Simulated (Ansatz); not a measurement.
Write a Python script for the Python package of Ansatz (0.2.0) that makes harmonic frequencies at the relaxed geometry of F6S, SMILES FS(F)(F)(F)(F)F. Settings (for the species named): Hartree-Fock, cc-pVDZ basis, multiplicity 1.

```yaml
atoms:
  - { symbol: F, position_ang: [-0.5753, -1.3297, 0.6565] }
  - { symbol: S, position_ang: [0.0000, 0.0001, 0.0000] }
  - { symbol: F, position_ang: [1.1834, 0.0128, 1.0619] }
  - { symbol: F, position_ang: [-1.1826, -0.0127, -1.0626] }
  - { symbol: F, position_ang: [0.5742, 1.3297, -0.6559] }
  - { symbol: F, position_ang: [-0.8929, 0.8730, 0.9844] }
  - { symbol: F, position_ang: [0.8933, -0.8732, -0.9844] }
```

Script `freq_f6s.py`:
```python
'''Harmonic frequencies of F6S at its relaxed geometry.'''

import itertools

import ansatz as az
from ase.data import atomic_numbers, covalent_radii
import numpy as np

geometry_ang = [
    ('F', (-0.57534, -1.32972, 0.6565)),
    ('S', (-2e-05, 6e-05, 2e-05)),
    ('F', (1.18337, 0.01284, 1.06188)),
    ('F', (-1.1826, -0.01269, -1.06256)),
    ('F', (0.57423, 1.32972, -0.65587)),
    ('F', (-0.89292, 0.87302, 0.98442)),
    ('F', (0.89328, -0.87322, -0.98439)),
]
geometry = az.Crystal.molecule()
for symbol, xyz in geometry_ang:
    geometry = geometry.atom(symbol, xyz)

calculation = geometry.calculation().basis(gaussian='cc-pVDZ').functional('hf')
symbols = [site.symbol for site in geometry.cartesian_sites]
start = np.array([site.position_ang for site in geometry.cartesian_sites], dtype=float)
r = calculation.relax(force_tolerance=0.003).run(threads=1, pin='off').report
end = np.array(r['positions_ang'])

# pairs closer than 1.2 times the sum of covalent radii, before or after
radius = [covalent_radii[atomic_numbers[s]] for s in symbols]
span = lambda where, i, j: np.linalg.norm(where[i] - where[j])
bonded = [(i, j) for i, j in itertools.combinations(range(len(symbols)), 2) if min(span(start, i, j), span(end, i, j)) < 1.2 * (radius[i] + radius[j])]
print('pair        before    after (A)')
for i, j in bonded:
    print(f'{symbols[i]}{i}-{symbols[j]}{j}'.ljust(10), f'{span(start, i, j):8.4f} {span(end, i, j):8.4f}')
for first, second in list(itertools.combinations(bonded, 2)):
    shared = set(first) & set(second)
    if shared and symbols[(j := shared.pop())] != 'H':
        i, k = sorted((set(first) | set(second)) - {j})
        u, v = end[i] - end[j], end[k] - end[j]
        angle = np.degrees(np.arccos(np.clip(u @ v / np.linalg.norm(u) / np.linalg.norm(v), -1, 1)))
        print(f'final angle {symbols[i]}{i}-{symbols[j]}{j}-{symbols[k]}{k}: {angle:.2f} deg')

# frequencies need a stationary point, so they are taken at the relaxed geometry
minimum = az.Crystal.molecule()
for symbol, place in zip(symbols, end):
    minimum = minimum.atom(symbol, place.tolist())
vibrating = (
    minimum.calculation()
    .basis(gaussian='cc-pVDZ')  # the orbital basis, by name
    .functional('hf')
    .phonons(temperatures=(298.15, 498.15, 100))
)
vib = vibrating.run(threads=1, pin='off').report['vibrations']
sums = vib['harmonic_sums']
modes = [m['omega_inv_cm'] for m in sums['modes_at_gamma'] if m['rigid_motion'] == 'no']
print('frequencies (1/cm):', ' '.join(f'{w:.0f}' for w in modes))
print('imaginary modes:', sum(w < 0 for w in modes), ' zero-point energy:', round(sums['zero_point_energy_ev'], 4), 'eV')
print('T (K)   F_vib (eV)   S_vib (meV/K)   C_vib (meV/K)')
for row in zip(sums['temperatures_k'], sums['vibrational_free_energy_ev'], vib['entropy_ev_per_k'], vib['heat_capacity_ev_per_k']):
    print(f'{row[0]:6.1f} {row[1]:11.4f} {1000 * row[2]:13.4f} {1000 * row[3]:15.4f}')
```

```console
$ python freq_f6s.py
pair        before    after (A)
F0-S1        1.5907   1.5673
S1-F2        1.5900   1.5673
S1-F3        1.5899   1.5673
S1-F4        1.5900   1.5673
S1-F5        1.5901   1.5673
S1-F6        1.5905   1.5673
final angle F0-S1-F2: 90.00 deg
final angle F0-S1-F3: 90.00 deg
final angle F0-S1-F4: 180.00 deg
final angle F0-S1-F5: 90.00 deg
final angle F0-S1-F6: 90.00 deg
final angle F2-S1-F3: 180.00 deg
final angle F2-S1-F4: 90.00 deg
final angle F2-S1-F5: 90.00 deg
final angle F2-S1-F6: 90.00 deg
final angle F3-S1-F4: 90.00 deg
final angle F3-S1-F5: 90.00 deg
final angle F3-S1-F6: 90.00 deg
final angle F4-S1-F5: 90.00 deg
final angle F4-S1-F6: 90.00 deg
final angle F5-S1-F6: 180.00 deg
frequencies (1/cm): 374 374 374 541 541 541 649 649 649 744 744 849 1109 1109 1109
imaginary modes: 0  zero-point energy: 0.6421 eV
T (K)   F_vib (eV)   S_vib (meV/K)   C_vib (meV/K)
 298.1      0.6167        0.2977          0.5953
 398.1      0.5768        0.4994          0.7962
 498.1      0.5171        0.6933          0.9304
```

The frequencies are harmonic and unscaled, in a modest basis. The result belongs to the one conformer reached from this start, and soft torsions count as harmonic oscillators. Finished in 94 s on 1 thread of Arm Neoverse V2, with other jobs on the host, peak memory 0.3 GiB.

(Lines on the test bed's own set-up are left out of the output.)
